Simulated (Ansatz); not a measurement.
# Sn3PbSe4: the cost of one run

Program: Ansatz 0.2.0. Level of theory: DFT PBE, scalar-relativistic, plane waves, PAW. These are calculated values, not measurements.

1 further run of the same task is left out (it didn't finish).

### Step 1. The system as given

Symmetry: Pmmm, No. 47, orthorhombic system. Conventional cell: a = 4.321 Å, b = 6.111 Å, c = 8.643 Å, α = 90.00°, β = 90.00°, γ = 90.00°. Sn (site symmetry mm2) has 6 Se at 3.06 Å as nearest neighbours. Sn (site symmetry mmm) is surrounded by 6 Se at 3.06 Å. Pb (site symmetry mmm) has 6 Se at 3.06 Å as nearest neighbours. Se (site symmetry mm2) is surrounded by 4 Sn at 3.06 Å and 2 Pb at 3.06 Å. Around Se (site symmetry mmm) lie 2 Pb at 3.06 Å and 4 Sn at 3.06 Å. Se (site symmetry mmm) is surrounded by 6 Sn at 3.06 Å.

Structure file:

```
Sn Pb Se
1.0
     4.32126    0.00000    0.00000
     0.00000    6.11118    0.00000
     0.00000    0.00000    8.64251
Sn Pb Se
3 1 4
Direct
  0.00000 0.00000 0.75000
  0.00000 0.00000 0.25000
  0.50000 0.50000 0.50000
  0.50000 0.50000 0.00000
  0.00000 0.50000 0.75000
  0.50000 0.00000 0.00000
  0.00000 0.50000 0.25000
  0.50000 0.00000 0.50000
```

The start is an ordering of an alloy on its end members' structure types: elements ordered on the sites of the PbSe type, Pb/Sn on Pb (Pmmm, No. 47).

### Step 2. The guess as it stands, on a coarse mesh

The input, input.yaml:

```yaml
crystal:
  lattice:
    - [4.32125601, 0.0, 0.0]
    - [0.0, 6.11117885, 0.0]
    - [0.0, 0.0, 8.64251202]
  atoms:
    - { symbol: Sn, position: [0.0, 0.0, 0.75] }
    - { symbol: Sn, position: [0.0, 0.0, 0.25] }
    - { symbol: Sn, position: [0.5, 0.5, 0.5] }
    - { symbol: Pb, position: [0.5, 0.5, 0.0] }
    - { symbol: Se, position: [0.0, 0.5, 0.75] }
    - { symbol: Se, position: [0.5, 0.0, 0.0] }
    - { symbol: Se, position: [0.0, 0.5, 0.25] }
    - { symbol: Se, position: [0.5, 0.0, 0.5] }
basis:
  ecutwfc: 420
kpoints:
  mp_grid: { grid: [4, 4, 2] }
hamiltonian:
  xc: pbe
scf:
  occupations: { method: gaussian, width: 0.1 }
  lower_state_search: "off"
output:
  forces: true
  stress: true
  eigenvalues: true
```

Run with:

```console
$ ansatz run input.yaml --threads 1 --pin off --max-ram 2560MiB --backend cpu --events-out ev --progress --plain --runs-dir out
```

What time and memory should one allow on 1 thread of Intel Xeon at 2.50GHz (Skylake/Cascade Lake), shared host?

About 38 s, with a peak of 0.61 GiB.
